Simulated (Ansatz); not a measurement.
This script makes a formation energy from the elements of ScAg3 and its elements with the Python package of Ansatz (0.2.0).

Script `scag3_formation.py`:
```python
"""Is ScAg3 bound against its elements, after relaxing cells and atoms."""

from collections import Counter
import warnings

import ansatz as az
import numpy as np

PHASES = {
    "ScAg3": (
        [(0.0, 3.319877, 3.319877), (3.319877, 0.0, 3.319877), (3.319877, 3.319877, 0.0)],
        [
            ("Sc", (0.0, 0.0, 0.0)),
            ("Ag", (0.25, 0.25, 0.25)),
            ("Ag", (0.75, 0.75, 0.75)),
            ("Ag", (0.5, 0.5, 0.5)),
        ],
    ),
    "Sc": (
        [(3.309, 0.0, 0.0), (-1.6545, 2.865678, 0.0), (0.0, 0.0, 5.2733)],
        [
            ("Sc", (1 / 3, 2 / 3, 0.25)),
            ("Sc", (2 / 3, 1 / 3, 0.75)),
        ],
    ),
    "Ag": (
        [(0.0, 2.04275, 2.04275), (2.04275, 0.0, 2.04275), (2.04275, 2.04275, 0.0)],
        [
            ("Ag", (0.0, 0.0, 0.0)),
        ],
    ),
}


def build(vectors, sites):
    crystal = az.Crystal(lattice=az.Lattice.of(vectors))
    for symbol, position in sites:
        crystal = crystal.atom(symbol, position)
    return crystal


def run_phase(name, crystal):
    calc = (
        crystal.calculation()
        .functional(az.Functional.PBESOL)
        .basis(21 * az.Ha)
        .kpoints(spacing=0.14)
        .occupations("gaussian", width=0.05)
        .stress()
    )
    calc = calc.relax(force_tolerance=0.02, max_steps=60, cell=True)
    return calc.run(threads=1)


def counts(outcome):
    return Counter(site.symbol for site in outcome.lattice.sites)

def formation_energy(outcome, mu):
    n = counts(outcome)
    return (outcome.report["energy_sigma0_ev"] - sum(k * mu[element] for element, k in n.items())) / sum(n.values())


def volume_per_atom(outcome):
    return abs(np.linalg.det(outcome.lattice.cell_ang)) / len(outcome.lattice.sites)


def main() -> None:
    warnings.simplefilter("ignore", az.DeckWarning)

    phases = {name: build(*cell) for name, cell in PHASES.items()}

    done = {}
    for name, crystal in phases.items():
        done[name] = run_phase(name, crystal)
        print(f"{name}: {done[name].report['energy_sigma0_ev']:.4f} eV, {len(done[name].lattice.sites)} atoms")

    # energy of one atom in its reference phase
    references = {"Sc": "Sc", "Ag": "Ag"}
    mu = {element: done[name].report["energy_sigma0_ev"] / len(done[name].lattice.sites) for element, name in references.items()}

    target = done["ScAg3"]
    heat = formation_energy(target, mu)
    for element, value in mu.items():
        print(f"mu({element}) = {value:.4f} eV from {references[element]}, {volume_per_atom(done[references[element]]):.2f} A^3/atom")
    print(f"formation energy of ScAg3: {heat:.4f} eV/atom = {96.4853 * heat:.1f} kJ/mol of atoms")


if __name__ == "__main__":
    main()
```

Is ScAg3 bound against its elements at this level, and by how much?

The formation energy is -0.207 eV an atom (-20.0 kJ per mole of atoms), so ScAg3 lies below the reference phases.

What the script printed:

Output of `python scag3_formation.py`:
```text
ScAg3: -24678.9508 eV, 4 atoms
Sc: -4222.7388 eV, 2 atoms
Ag: -7522.2513 eV, 1 atoms
mu(Sc) = -2111.3694 eV from Sc, 23.63 A^3/atom
mu(Ag) = -7522.2513 eV from Ag, 16.66 A^3/atom
formation energy of ScAg3: -0.2069 eV/atom = -20.0 kJ/mol of atoms
```

Caveats:
- Total energies depend on the potentials; only differences at equal settings carry meaning.
- The cells come from databases of deposited and of computed structures, and not all need be stable phases.
- The compound is the structure given, not necessarily its lowest; energies are at zero temperature, with no correction for gases. A semilocal functional's error on such energies is often 0.05 to 0.1 eV an atom, and 0.1 to 0.3 eV against gases such as O2 or F2.
- Timing: 2.5 min on 1 thread of Arm Neoverse V1 (shared host), peak memory 0.61 GiB.
